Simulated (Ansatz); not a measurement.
# GaPH6: how energies converge with the basis set

How large a basis does GaPH6 need? Two functionals are run in growing sets.

The runs use Ansatz 0.2.0, Gaussian basis; one geometry, several basis sets.

Levels to be run: PBE0-D4/def2-SVP; ωB97M-V/def2-SVP; PBE0-D4/def2-QZVPP; ωB97M-V/def2-QZVPP; the functionals' def2-TZVPP values are taken from earlier runs.

### 1 The geometry

All runs share one geometry, relaxed beforehand with PBE0-D4 in a triple-zeta def2 set.

SMILES `[PH3+][GaH3-]`, 8 atoms, charge 0, spin multiplicity 1.

Atoms are counted from 1 here; the program's logs count them from 0.

Bond lengths: P1–Ga2 2.522 Å, P1–H3 1.410 Å, P1–H4 1.410 Å, P1–H5 1.410 Å, Ga2–H6 1.576 Å, Ga2–H7 1.576 Å, Ga2–H8 1.576 Å. Angles: Ga2–P1–H3 119.2°, Ga2–P1–H4 119.3°, Ga2–P1–H5 119.2°, H3–P1–H4 98.2°, H3–P1–H5 98.2°, H4–P1–H5 98.2°, P1–Ga2–H6 96.7°, P1–Ga2–H7 96.7°, P1–Ga2–H8 96.7°, H6–Ga2–H7 118.6°, H6–Ga2–H8 118.6°, H7–Ga2–H8 118.7°.

### 2 PBE0-D4 in def2-SVP

Contents of in.yaml:

```yaml
crystal:
  periodic: [false, false, false]
  atoms:
    - {symbol: P, position_ang: [-0.528444, 0.017135, -0.932988]}
    - {symbol: Ga, position_ang: [0.741872, -0.040543, 1.244991]}
    - {symbol: H, position_ang: [-1.936268, 0.093633, -0.905588]}
    - {symbol: H, position_ang: [-0.402513, -1.061152, -1.833007]}
    - {symbol: H, position_ang: [-0.286974, 1.067841, -1.842004]}
    - {symbol: H, position_ang: [0.233514, 1.347521, 1.792522]}
    - {symbol: H, position_ang: [2.184444, -0.121545, 0.614716]}
    - {symbol: H, position_ang: [0.086568, -1.359991, 1.805659]}
basis:
  gaussian: {orbitals: def2-SVP}
hamiltonian: {xc: pbe0, dispersion: d4}
output: {orbitals: {seedname: orbitals}}
```

The runs that follow: ωB97M-V in def2-SVP; PBE0-D4 in def2-QZVPP; ωB97M-V in def2-QZVPP.

**Question.** What will the summary of the whole plan be? Wanted: PBE0-D4: double and triple zeta above quadruple; ωB97M-V: double and triple zeta above quadruple.

**Answer**, as computed:

| quantity | value |
| --- | --- |
| PBE0-D4: double and triple zeta above quadruple | 11.55, 1.50 eV |
| ωB97M-V: double and triple zeta above quadruple | 11.56, 1.46 eV |

PBE0-D4 gains 10.05 eV from double to triple zeta, then 1.50 eV more. Total energies overstate the basis error of differences, where much of it tends to cancel. The LUMO of ωB97M-V is positive and keeps falling with the basis (1.82 to 0.92 eV): an unbound level that the basis holds in place.
